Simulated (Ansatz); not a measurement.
# AlBrClF2H: the cost of one run

Method: r2SCAN-D4/def2-mTZVP; program: Ansatz 0.2.0, Gaussian basis.

### 1 Starting geometry

The start, a known saddle point with all atoms moved at random by about 0.06 Å a coordinate: 6 atoms, charge 0, spin multiplicity 1.

Atoms are counted from 1 here; the program's logs count them from 0.

Bond lengths: Al1–Br2 2.438 Å, Al1–F3 1.733 Å, Al1–F4 1.701 Å, Al1–Cl6 2.168 Å, Br2–H5 1.706 Å, H5–Cl6 1.548 Å. Angles: Br2–Al1–F3 108.4°, Br2–Al1–F4 112.1°, Br2–Al1–Cl6 87.0°, F3–Al1–F4 121.3°, F3–Al1–Cl6 109.4°, F4–Al1–Cl6 113.2°, Al1–Br2–H5 54.8°, Br2–H5–Cl6 155.0°, Al1–Cl6–H5 63.1°.

Geometry (Å):

```xyz
6

Al   -0.51998   -0.17086   -0.34376
Br    1.66192   -1.05086    0.29629
F    -0.45108    0.30613   -2.00788
F    -1.79594   -1.12648    0.25080
H     1.01176    0.43809    0.81720
Cl   -0.07405    1.53758    0.91409
```

### 2 The search

run/in.yaml reads:

```yaml
crystal:
  periodic: [false, false, false]
  atoms:
    - {symbol: Al, position_ang: [-0.519982, -0.170864, -0.343757]}
    - {symbol: Br, position_ang: [1.661915, -1.050862, 0.296286]}
    - {symbol: F, position_ang: [-0.451083, 0.306127, -2.007877]}
    - {symbol: F, position_ang: [-1.795944, -1.126485, 0.250796]}
    - {symbol: H, position_ang: [1.011763, 0.438087, 0.817204]}
    - {symbol: Cl, position_ang: [-0.074055, 1.537576, 0.914092]}
basis:
  gaussian: {orbitals: def2-mTZVP}
hamiltonian: {xc: r2scan, dispersion: d4}
saddle:
  f_tol: 0.1
  max_steps: 40
  mode_guess:
    - [-0.2655, 0.3530, 0.0706]
    - [0.0543, 0.2186, 0.1612]
    - [0.0601, -0.0384, -0.0346]
    - [0.0316, -0.0703, 0.0183]
    - [0.4616, -0.5851, -0.1054]
    - [-0.3421, 0.1223, -0.1100]
```

Launch:

```
$ ansatz run in.yaml --threads 4 --pin off --events-out ev --progress --plain --max-ram 9574MiB
```

**Question.** How long does this run take on 4 threads of Arm Neoverse V1, shared host?

About 98 s.
